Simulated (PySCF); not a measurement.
**SiPH5Br+ (SMILES [PH3+][SiH2]Br) at HF/aug-pc-1**

What is the vertical ionisation energy of SiPH5Br+ at HF/aug-pc-1? Input form: a Python script.

The calculation is run with PySCF 2.14.0.

### 1 The molecule

SiPH5Br+ has 8 atoms, charge +1, and is taken as a singlet. As SMILES, `[PH3+][SiH2]Br`. The coordinates come from a GFN2-xTB relaxation.

Bond lengths: P1–Si2 2.365 Å, Si2–Br3 2.186 Å, P1–H4 1.376 Å, P1–H5 1.377 Å, P1–H6 1.377 Å, Si2–H7 1.453 Å, Si2–H8 1.453 Å. Some angles: P1–Si2–Br3 102.4°, P1–Si2–H7 101.5°, P1–Si2–H8 101.6°, Br3–Si2–H7 113.4°, Br3–Si2–H8 113.3°, Si2–P1–H4 117.5°, Si2–P1–H5 117.1°, Si2–P1–H6 116.8°, H7–Si2–H8 121.0°, H4–P1–H5 101.0°.

### 2 The energy at HF/aug-pc-1

The input, job.py:

```python
# [PH3+][SiH2]Br
from pyscf import gto, scf

mol = gto.M(
    atom='''
P       -0.614690       0.836360      -0.311600
Si       0.554960      -1.127020       0.295990
Br       2.426980      -0.331450       1.096830
H       -1.872130       0.686150      -0.850260
H       -0.023020       1.653970      -1.248380
H       -0.865820       1.744880       0.692590
H       -0.318540      -1.680520       1.315990
H        0.712270      -1.782380      -0.991160
''',
    charge=1,
    verbose=3,
    basis='aug-pc-1',
    max_memory=1860,
)

mf = scf.RHF(mol)
mf.conv_tol = 1e-10
mf.kernel()
if not mf.converged:
    mf = mf.newton().run(mf.mo_coeff, mf.mo_occ)

e_final = mf.e_tot
print('Final energy', e_final)
```

On the command line:

```bash
$ OMP_NUM_THREADS=1 python job.py
```

Output:

```text
converged SCF energy = -3204.65725731948
Final energy -3204.6572573194776
```

It took 7.5 s on 1 thread of Arm Neoverse V1, shared host; peak memory 0.43 GiB.

### 3 Doublet [SiPH5Br]2+, same level

The input, run.py:

```python
from pyscf import gto

system = gto.Mole()
system.atom = '''
P     -0.614690     0.836360    -0.311600
Si     0.554960    -1.127020     0.295990
Br     2.426980    -0.331450     1.096830
H     -1.872130     0.686150    -0.850260
H     -0.023020     1.653970    -1.248380
H     -0.865820     1.744880     0.692590
H     -0.318540    -1.680520     1.315990
H      0.712270    -1.782380    -0.991160
'''
system.charge = 2
system.spin = 1
system.verbose = 3
system.max_memory = 1860
system.basis = 'aug-pc-1'
system.build()

calc0 = system.UHF()
calc0.conv_tol = 1e-10
calc0.kernel()
if not calc0.converged:
    calc0 = calc0.newton().run(calc0.mo_coeff, calc0.mo_occ)

e_final = calc0.e_tot
print(f'total energy: {e_final:.8f} hartree')
```

On the command line:

```bash
$ OMP_NUM_THREADS=1 python run.py
```

Output:

```text
converged SCF energy = -3204.11303315152  <S^2> = 0.758666  2S+1 = 2.0086473
total energy: -3204.11303315 hartree
```

Run time: 22 s. Hardware: 1 thread of Arm Neoverse V1, shared host; peak memory 0.45 GiB.

### 4 What came out

At HF/aug-pc-1:

| quantity | value |
| --- | --- |
| singlet SiPH5Br+: total energy | -3204.65726 Eh |
| singlet SiPH5Br+: HOMO energy | -16.14 eV |
| singlet SiPH5Br+: LUMO energy | -2.87 eV |
| singlet SiPH5Br+: HOMO–LUMO gap | 13.27 eV |
| doublet [SiPH5Br]2+: total energy | -3204.11303 Eh |
| doublet [SiPH5Br]2+: HOMO energy (highest over α and β) | -23.32 eV |
| doublet [SiPH5Br]2+: LUMO energy (lowest over α and β) | -13.57 eV |
| doublet [SiPH5Br]2+: ⟨S²⟩ | 0.759 |
| vertical ionisation energy (to the doublet dication) | 14.809 eV |

The vertical ionisation energy comes to 14.81 eV (1429 kJ/mol). The negative HOMO energy of the first species, 16.14 eV, lies 1.33 eV above that difference.
